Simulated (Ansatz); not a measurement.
**C₂H₇FOSi: small, medium and large basis sets**

Aim: see how fast density functionals converge with the basis set for C₂H₇FOSi.

Method: one geometry, several basis sets; program: Ansatz 0.2.0, Gaussian basis.

The runs, in order: PBE0-D4/def2-SVP; ωB97M-V/def2-SVP; PBE0-D4/def2-QZVPP; ωB97M-V/def2-QZVPP; the functionals' def2-TZVPP values are taken from earlier runs.

### 1 The relaxed structure

All runs share one geometry, relaxed beforehand with PBE0-D4 in a triple-zeta def2 set.

12 atoms, charge 0, spin multiplicity 1.

Atoms are counted from 1 here; the program's logs count them from 0.

Bond lengths: C1–C2 1.528 Å, C1–H6 1.092 Å, C1–H7 1.093 Å, C1–H8 1.093 Å, C2–Si3 1.857 Å, C2–H9 1.097 Å, C2–H10 1.096 Å, Si3–O4 1.636 Å, Si3–F5 1.602 Å, Si3–H11 1.479 Å, O4–H12 0.958 Å. Angles: C2–C1–H6 111.5°, C2–C1–H7 111.5°, C2–C1–H8 111.4°, H6–C1–H7 107.7°, H6–C1–H8 107.4°, H7–C1–H8 107.1°, C1–C2–Si3 113.5°, C1–C2–H9 110.7°, C1–C2–H10 110.6°, Si3–C2–H9 108.5°, Si3–C2–H10 107.7°, H9–C2–H10 105.6°, C2–Si3–O4 113.2°, C2–Si3–F5 107.4°, C2–Si3–H11 113.4°, O4–Si3–F5 109.7°, O4–Si3–H11 105.1°, F5–Si3–H11 107.9° and more.

### 2 PBE0-D4 in def2-SVP

The input, in.yaml:

```yaml
crystal:
  periodic: [false, false, false]
  atoms:
    - {symbol: C, position_ang: [0.569072, 0.494026, 1.371305]}
    - {symbol: C, position_ang: [0.278007, 0.780787, -0.100722]}
    - {symbol: Si, position_ang: [-0.848752, -0.467175, -0.888984]}
    - {symbol: O, position_ang: [-0.245478, -1.987147, -0.861279]}
    - {symbol: F, position_ang: [-1.086308, -0.007809, -2.404990]}
    - {symbol: H, position_ang: [1.220191, 1.255352, 1.806657]}
    - {symbol: H, position_ang: [1.058538, -0.474086, 1.501029]}
    - {symbol: H, position_ang: [-0.349590, 0.472545, 1.963494]}
    - {symbol: H, position_ang: [1.209139, 0.822070, -0.678654]}
    - {symbol: H, position_ang: [-0.184547, 1.767655, -0.216822]}
    - {symbol: H, position_ang: [-2.169435, -0.564742, -0.231502]}
    - {symbol: H, position_ang: [0.626166, -2.146677, -1.225431]}
basis:
  gaussian: {orbitals: def2-SVP}
hamiltonian: {xc: pbe0, dispersion: d4}
output: {orbitals: {seedname: orbitals}}
```

The run is started by

```bash
$ ansatz run in.yaml --threads 4 --pin off --events-out ev --progress --plain --max-ram 10444MiB
```

What it wrote:

```text
Functional definition: PBE0
  name "PBE0"
  cite "Adamo & Barone, J. Chem. Phys. 110, 6158 (1999) doi:10.1063/1.478522"
  cite "Perdew, Burke & Ernzerhof, Phys. Rev. Lett. 77, 3865 (1996) doi:10.1103/PhysRevLett.77.3865"
  parent pbe
  parameter a = 0.25
  parameter kappa = 0.804
  parameter beta = 0.06672455060314922
  exchange = (1 - a)*pbe_x(kappa = kappa, mu = beta*pi^2/3) + a*exact_x
  correlation = pbe_c(beta = beta)
1209 factors; their error is unknown
mean field evaluation 1: about -14805.6300 eV, gradient 6.6e1 eV
mean field evaluation 2: about -14800.6670 eV, gradient 8.3e1 eV
mean field evaluation 4: about -14814.2465 eV, gradient 2.9e0 eV
mean field evaluation 8: about -14814.2650 eV, gradient 3.1e-2 eV
mean field evaluation 16: about -14814.3134 eV, gradient 2.4e-5 eV
mean field -14814.31335576 eV, -544.4159743221 hartree, gradient 2.4e-5 eV, S^2 0.000000; 0 other end points of the search recorded, 0 dependent functions left out
reference -14814.31338175 eV, -544.4159752771 hartree; 25, 25 occupied and 84, 84 virtual orbitals, 1209 factors
Total energy: -14814.50313138 eV, -544.4229484472 hartree
```

Wall time 1.1 s (4 threads of Arm Neoverse V1, shared host).

### 3 ωB97M-V in def2-SVP

Edit in.yaml of step 2 so:

```diff
@@ -17,3 +17,3 @@
   gaussian: {orbitals: def2-SVP}
-hamiltonian: {xc: pbe0, dispersion: d4}
+hamiltonian: {xc: {name: wB97M-V}}
 output: {orbitals: {seedname: orbitals}}
```

Same command.

What it wrote:

```text
Functional definition: wB97M-V
  name "wB97M-V"
  cite "Mardirossian & Head-Gordon, J. Chem. Phys. 144, 214110 (2016) doi:10.1063/1.4952647"
  cite "Becke, J. Chem. Phys. 107, 8554 (1997) doi:10.1063/1.475007"
  cite "Vydrov & Van Voorhis, J. Chem. Phys. 133, 244103 (2010) doi:10.1063/1.3521275"
  # Of w^i u^j: cxij and so on, Table III.
  parameter omega = 0.3/bohr
  parameter cx = 0.15
  parameter cx01 = 1.007
  parameter cx10 = 0.259
  parameter css00 = 0.443
  parameter css04 = -1.437
  parameter css10 = -4.535
  parameter css20 = -3.390
  parameter css43 = 4.278
  parameter cos00 = 1.000
  parameter cos10 = 1.358
  parameter cos20 = 2.924
  parameter cos21 = -8.812
  parameter cos60 = -1.390
  parameter cos61 = 9.142
  parameter b = 6.0
  parameter c = 0.01
  gx(w, u) = 1 - cx + cx01*u + cx10*w
  gss(w, u) = css00 + css04*u^4 + css10*w + css20*w^2 + css43*w^4*u^3
  gos(w, u) = cos00 + cos10*w + (cos20 + cos21*u)*w^2 + (cos60 + cos61*u)*w^6
  exchange = spin_sum(e_x_unif_sr(omega)*gx(b97_w, b97_u_x)) + cx*exact_x_sr(omega) + exact_x_lr(omega)
  correlation = spin_sum(e_c_pw_mod_same_spin*gss(b97_w, b97_u_same))
      + integral(e_c_pw_mod_opposite_spin*gos(b97_w_opposite, b97_u_opposite)) + vv10(b, c)
1209 factors; their error is unknown
316 factors; integrals over basis functions are off by at most 7.9e-6 eV
mean field evaluation 1: about -14815.8584 eV, gradient 5.5e1 eV
mean field evaluation 2: about -14817.0927 eV, gradient 5.2e1 eV
mean field evaluation 4: about -14821.7281 eV, gradient 1.7e0 eV
mean field evaluation 8: about -14821.7402 eV, gradient 1.1e-1 eV
mean field evaluation 16: about -14821.7409 eV, gradient 9.3e-5 eV
mean field -14821.74086440 eV, -544.6889302298 hartree, gradient 2.0e-5 eV, S^2 0.000000; 0 other end points of the search recorded, 0 dependent functions left out
reference -14821.74090575 eV, -544.6889317494 hartree; 25, 25 occupied and 84, 84 virtual orbitals, 1209 factors
Total energy: -14821.74090575 eV, -544.6889317494 hartree
```

It took 4.3 s on 4 threads of Arm Neoverse V1, shared host.

### 4 PBE0-D4 in def2-QZVPP

Edit in.yaml of step 3 so:

```diff
@@ -16,4 +16,4 @@
 basis:
-  gaussian: {orbitals: def2-SVP}
-hamiltonian: {xc: {name: wB97M-V}}
+  gaussian: {orbitals: "def2-QZVPP.json"}
+hamiltonian: {xc: pbe0, dispersion: d4}
 output: {orbitals: {seedname: orbitals}}
```

The command is unchanged.

What it wrote:

```text
Functional definition: PBE0
  name "PBE0"
  cite "Adamo & Barone, J. Chem. Phys. 110, 6158 (1999) doi:10.1063/1.478522"
  cite "Perdew, Burke & Ernzerhof, Phys. Rev. Lett. 77, 3865 (1996) doi:10.1103/PhysRevLett.77.3865"
  parent pbe
  parameter a = 0.25
  parameter kappa = 0.804
  parameter beta = 0.06672455060314922
  exchange = (1 - a)*pbe_x(kappa = kappa, mu = beta*pi^2/3) + a*exact_x
  correlation = pbe_c(beta = beta)
1534 factors; their error is unknown
mean field evaluation 1: about -14814.4791 eV, gradient 8.0e1 eV
mean field evaluation 2: about -14805.1525 eV, gradient 1.0e2 eV
mean field evaluation 4: about -14826.4131 eV, gradient 5.6e0 eV
mean field evaluation 8: about -14826.4714 eV, gradient 9.1e-2 eV
mean field evaluation 16: about -14826.4778 eV, gradient 3.4e-5 eV
mean field -14826.47782958 eV, -544.8630104895 hartree, gradient 3.4e-5 eV, S^2 0.000000; 0 other end points of the search recorded, 0 dependent functions left out
reference -14826.47786937 eV, -544.8630119516 hartree; 25, 25 occupied and 483, 483 virtual orbitals, 1534 factors
Total energy: -14826.66761899 eV, -544.8699851218 hartree
```

It took 9 s on 4 threads of Arm Neoverse V1, shared host; peak memory 1.8 GiB.

### 5 ωB97M-V in def2-QZVPP

Edit in.yaml of step 4 so:

```diff
@@ -17,3 +17,3 @@
   gaussian: {orbitals: "def2-QZVPP.json"}
-hamiltonian: {xc: pbe0, dispersion: d4}
+hamiltonian: {xc: {name: wB97M-V}}
 output: {orbitals: {seedname: orbitals}}
```

Launched as before.

What it wrote:

```text
Functional definition: wB97M-V
  name "wB97M-V"
  cite "Mardirossian & Head-Gordon, J. Chem. Phys. 144, 214110 (2016) doi:10.1063/1.4952647"
  cite "Becke, J. Chem. Phys. 107, 8554 (1997) doi:10.1063/1.475007"
  cite "Vydrov & Van Voorhis, J. Chem. Phys. 133, 244103 (2010) doi:10.1063/1.3521275"
  # Of w^i u^j: cxij and so on, Table III.
  parameter omega = 0.3/bohr
  parameter cx = 0.15
  parameter cx01 = 1.007
  parameter cx10 = 0.259
  parameter css00 = 0.443
  parameter css04 = -1.437
  parameter css10 = -4.535
  parameter css20 = -3.390
  parameter css43 = 4.278
  parameter cos00 = 1.000
  parameter cos10 = 1.358
  parameter cos20 = 2.924
  parameter cos21 = -8.812
  parameter cos60 = -1.390
  parameter cos61 = 9.142
  parameter b = 6.0
  parameter c = 0.01
  gx(w, u) = 1 - cx + cx01*u + cx10*w
  gss(w, u) = css00 + css04*u^4 + css10*w + css20*w^2 + css43*w^4*u^3
  gos(w, u) = cos00 + cos10*w + (cos20 + cos21*u)*w^2 + (cos60 + cos61*u)*w^6
  exchange = spin_sum(e_x_unif_sr(omega)*gx(b97_w, b97_u_x)) + cx*exact_x_sr(omega) + exact_x_lr(omega)
  correlation = spin_sum(e_c_pw_mod_same_spin*gss(b97_w, b97_u_same))
      + integral(e_c_pw_mod_opposite_spin*gos(b97_w_opposite, b97_u_opposite)) + vv10(b, c)
1514 factors; their error is unknown
392 factors; integrals over basis functions are off by at most 7.0e-6 eV
mean field evaluation 1: about -14826.0572 eV, gradient 6.7e1 eV
mean field evaluation 2: about -14827.2609 eV, gradient 6.6e1 eV
mean field evaluation 4: about -14834.1398 eV, gradient 2.4e0 eV
mean field evaluation 8: about -14834.1582 eV, gradient 1.6e-1 eV
mean field evaluation 16: about -14834.1577 eV, gradient 1.0e-4 eV
mean field -14834.15766576 eV, -545.1452392633 hartree, gradient 2.1e-5 eV, S^2 0.000000; 0 other end points of the search recorded, 0 dependent functions left out
reference -14834.15772990 eV, -545.1452416206 hartree; 25, 25 occupied and 483, 483 virtual orbitals, 1514 factors
Total energy: -14834.15772990 eV, -545.1452416206 hartree
```

It took 22 s on 4 threads of Arm Neoverse V1, shared host; peak memory 2.2 GiB.

### 6 Functionals by basis

The def2-TZVPP values come from earlier runs at the same geometry.

```
functional       basis  functions  energy (eV)  from the largest (eV)  HOMO (eV)  LUMO (eV)
   PBE0-D4    def2-SVP        109  -14814.5031                 12.164      -8.34       1.26
   PBE0-D4  def2-TZVPP        264  -14825.9853                  0.682      -8.43       0.64
   PBE0-D4  def2-QZVPP        508  -14826.6676                  0.000      -8.45       0.26
   ωB97M-V    def2-SVP        109  -14821.7409                 12.417     -10.58       2.90
   ωB97M-V  def2-TZVPP        264  -14833.5131                  0.645     -10.69       2.06
   ωB97M-V  def2-QZVPP        508  -14834.1577                  0.000     -10.71       1.42
```

### 7 Summary of results

| quantity | value |
| --- | --- |
| PBE0-D4: double and triple zeta above quadruple | 12.16, 0.68 eV |
| ωB97M-V: double and triple zeta above quadruple | 12.42, 0.64 eV |

What this shows: PBE0-D4 gains 11.48 eV from double to triple zeta, then 0.68 eV more. Total energies overstate the basis error of differences, where much of it tends to cancel. The LUMO of ωB97M-V is positive and keeps falling with the basis (2.90 to 1.42 eV): an unbound level that the basis holds in place.

For PBE0-D4 the largest set took about 8 times as long as the smallest (9 s against 1.1 s).
